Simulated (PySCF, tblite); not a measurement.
# C₅H₁₁BO₂Si: geometry, infrared bands and NMR shifts

Aim: predict the infrared bands and NMR shifts of C₅H₁₁BO₂Si (`B[Si@]1(OCC)COC1=C`).

The runs use tblite 0.8.0 and PySCF 2.14.0, with density-fitted response routines of our own; the level of theory stands in each step. All values are computed, except where a source is named. Atoms are numbered from 0 throughout.

### Step 1. The molecule as given

20 atoms, charge 0, multiplicity 1; geometry from: force field or distance geometry start.

Bonds of the start (Å): B0–Si1 1.91, Si1–O2 1.71, O2–C3 1.40, C3–C4 1.53, Si1–C5 1.84, C5–O6 1.40, O6–C7 1.41, C7–C8 1.32, C7–Si1 1.82, B0–H9 1.20, B0–H10 1.18, C3–H11 1.09, C3–H12 1.10, C4–H13 1.09, C4–H14 1.11, C4–H15 1.12, C5–H16 1.09, C5–H17 1.12, C8–H18 1.08, C8–H19 1.11.

### Step 2. Relaxing the molecule with GFN2-xTB

The job: settings as JSON, then the geometry in Å.

```
{"job": {"kind": "relax", "xc": "GFN2-xTB", "basis": "xTB"}, "charge": 0, "multiplicity": 1}
B     -1.240400     2.083400     0.783100
Si    -0.621900     0.354700     0.241300
O      0.892900    -0.147200     0.866000
C      1.858300     0.079700    -0.124800
C      3.233200    -0.357000     0.387800
C     -1.035700    -0.199800    -1.465400
O     -1.724600    -1.337500    -1.030700
C     -1.955200    -0.887500     0.287900
C     -2.850500    -1.274000     1.182000
H     -1.665200     2.193900     1.904800
H     -0.968500     3.077800     0.200700
H      1.906900     1.135200    -0.393600
H      1.649900    -0.512100    -1.032800
H      3.525800     0.288300     1.218200
H      3.203900    -1.423300     0.692400
H      3.983000    -0.275500    -0.439600
H     -1.680300     0.487900    -2.021700
H     -0.130300    -0.500400    -2.049200
H     -3.586000    -2.044700     1.004000
H     -2.800500    -0.731200     2.147600
```

The run is started by

```console
$ OMP_NUM_THREADS=1 python probes_run.py task.json out
```

One launch serves the whole session: the jobs run in the order shown.

**Question.** This job is followed by: GFN2-xTB harmonic vibrations, gas phase; GIAO PBE0/pcSseg-1 NMR shielding, non-relativistic, gas phase. What will the session give for the following? strongest single infrared mode (GFN2-xTB); zero-point energy (GFN2-xTB); 13C shifts against TMS (PBE0/pcSseg-1); 1H shifts against TMS (PBE0/pcSseg-1, means over atoms taken as alike); 11B shifts against BF3·OEt2 (PBE0/pcSseg-1); 29Si shifts against TMS (PBE0/pcSseg-1); 17O shifts against H2O (PBE0/pcSseg-1); surface potential, 1st and 99th percentile.

As calculated:

| quantity | value |
| --- | --- |
| strongest single infrared mode (GFN2-xTB) | 1132 cm⁻¹, 220 km/mol |
| zero-point energy (GFN2-xTB) | 95.4 kcal/mol |
| 13C shifts against TMS (PBE0/pcSseg-1) | 186.2, 102.1, 69.1, 65.5, 20.9 ppm |
| 1H shifts against TMS (PBE0/pcSseg-1, means over atoms taken as alike) | 9.98, 5.00, 4.92, 4.51, 4.44, 4.40, 4.15, 1.68 ppm |
| 11B shifts against BF3·OEt2 (PBE0/pcSseg-1) | 109.8 ppm |
| 29Si shifts against TMS (PBE0/pcSseg-1) | -0.4 ppm |
| 17O shifts against H2O (PBE0/pcSseg-1) | 165.1, 63.1 ppm |
| surface potential, 1st and 99th percentile | -1.48 V and 1.71 V |

The optimisation took 226 steps and gained 1.250 eV; among the close pairs (by a distance rule), Si1–C5 changed most, from 1.842 to 1.955 Å. No mode is imaginary among the 54: a minimum at this level. The strongest single mode, at 1132 cm⁻¹, is spread over many atoms; the largest shares are those of O2, C3. Unscaled tight-binding wavenumbers are off by several per cent, some by more. Its intensities can rank the bands wrongly. The most deshielded carbon is C7 (alkene carbon bearing oxygen), at 186.2 ppm: an sp2 carbon further deshielded by the attached heteroatom. At PBE0/pcSseg-1: The largest span, 258 ppm, is at B0, where the paramagnetic term is -209 ppm. By nearest atom (PBE0/pcSseg-1), the HOMO sits on C8 34 %; O6 29 % and the LUMO on B0 54 %; H9, H10 about 12 % each.
